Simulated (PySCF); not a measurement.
# C4H7NSi: the cost of one run

Programs: PySCF 2.14.0, with density-fitted response routines of our own. Each step states its level of theory. These are calculated values for one molecule in the gas phase, unless marked as measured. Atoms are numbered from 0 throughout.

## (1) The molecule as given

13 atoms, charge 0, multiplicity 1; geometry from: GFN2-xTB. The atoms were then displaced at random by about 0.01 Å, so the start is not that level's minimum.

Bonds of the start (Å): C0–C1 1.20, C1–C2 1.43, C2–N3 1.21, N3–Si4 1.74, Si4–C5 1.89, C0–H6 1.06, C2–H7 1.11, Si4–H8 1.49, Si4–H9 1.48, C5–H10 1.09, C5–H11 1.08, C5–H12 1.09.

## (2) Optimising the geometry at PBE0-D3(BJ)/def2-SVP

The job: settings as JSON, then the geometry in Å.

```
{"job": {"xc": "PBE0", "basis": "def2-SVP", "d3": "d3bj", "grid": 1, "shake": 0.01, "kind": "geom"}, "charge": 0, "multiplicity": 1}
C      2.861550     1.396430     0.142850
C      2.260210     0.399500    -0.142730
C      1.544360    -0.788490    -0.469960
N      0.420940    -1.073500    -0.134200
Si    -0.858110    -0.299940     0.752400
C     -2.275470    -0.074290    -0.483210
H      3.362940     2.305550     0.377580
H      2.150600    -1.498390    -1.063180
H     -0.552350     1.008790     1.405740
H     -1.178330    -1.293650     1.795920
H     -3.185450     0.229470     0.039620
H     -2.034030     0.671820    -1.224940
H     -2.511040    -1.000180    -1.006200
```

The run is started by

```bash
$ OMP_NUM_THREADS=1 python probes_run.py task.json out
```

This one command runs all jobs of the session in turn.

Q: Estimate the wall time and peak memory of this first job on 1 thread of Arm Neoverse V2, shared host.

About 39 s, with a peak of 0.5 GiB.
